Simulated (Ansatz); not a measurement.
# AlN: how the settings move a relaxation

Aim: see which settings change the result for AlN, by how much, and at what cost.

Program: Ansatz 0.2.0. Level of theory: reference: DFT, LDA, PAW with Ansatz's default frozen-core files, scalar-relativistic; relaxation of cell and atoms. These are calculated values, not measurements.

## 1. Starting point

Symmetry: F-43m, No. 216, cubic system. Conventional cell: a = 4.342 Å, b = 4.342 Å, c = 4.342 Å, α = 90.00°, β = 90.00°, γ = 90.00°. Al (site symmetry -43m) has 4 N at 1.88 Å as nearest neighbours. N (site symmetry -43m) has 4 Al at 1.88 Å as nearest neighbours.

As a file:

```
CELL_PARAMETERS angstrom
0.00000 2.17115 2.17115
2.17115 0.00000 2.17115
2.17115 2.17115 0.00000
ATOMIC_POSITIONS crystal
Al 0.00000 0.00000 0.00000
N 0.25000 0.25000 0.25000
```

## 2. Reference

File input.yaml:

```yaml
crystal:
  lattice:
    - [0.0, 2.17114769298, 2.17114769298]
    - [2.17114769298, 0.0, 2.17114769298]
    - [2.17114769298, 2.17114769298, 0.0]
  atoms:
    - { symbol: Al, position: [0.0, 0.0, 0.0] }
    - { symbol: "N", position: [0.25, 0.25, 0.25] }
kpoints:
  mp_grid: { grid: [8, 8, 8] }
scf:
  occupations: { method: fixed }
hamiltonian:
  xc: lda
  pseudopotentials: { kind: paw }
relax:
  f_tol: 0.002
  max_steps: 80
  cell: { p_target: 2 }
output:
  forces: true
  stress: true
```

Launch:

```sh
ansatz run input.yaml --threads 1 --pin off --max-ram 2560MiB --backend cpu --events-out ev --progress --plain --runs-dir out
```

## 3. Changed: occupations.method methfessel_paxton, occupations.width 0.15

input.yaml: that of step 2 with these lines changed.

```diff
@@ -11,3 +11,3 @@
 scf:
-  occupations: { method: fixed }
+  occupations: { method: methfessel_paxton, width: 0.15 }
 hamiltonian:
```

What does the calculation give? Wanted: for each run, ending; energy change; pressure; gap; force.

**Answer**, as computed:

| run | ending | energy change | pressure (GPa) | gap (eV) | force (eV/Å) | cycles | time |
| --- | --- | --- | --- | --- | --- | --- | --- |
| reference | converged | 0 | 2.0 | 3.26 | 0.00 | 18 | 2.3 s |
| 1: occupations.method methfessel_paxton, occupations.width 0.15 | converged | 0.0 meV/atom (σ→0) | 2.0 | 3.26 | 0.00 | 18 | 2.6 s |

Changing the smearing leaves the energy as it was (0.0 meV/atom).
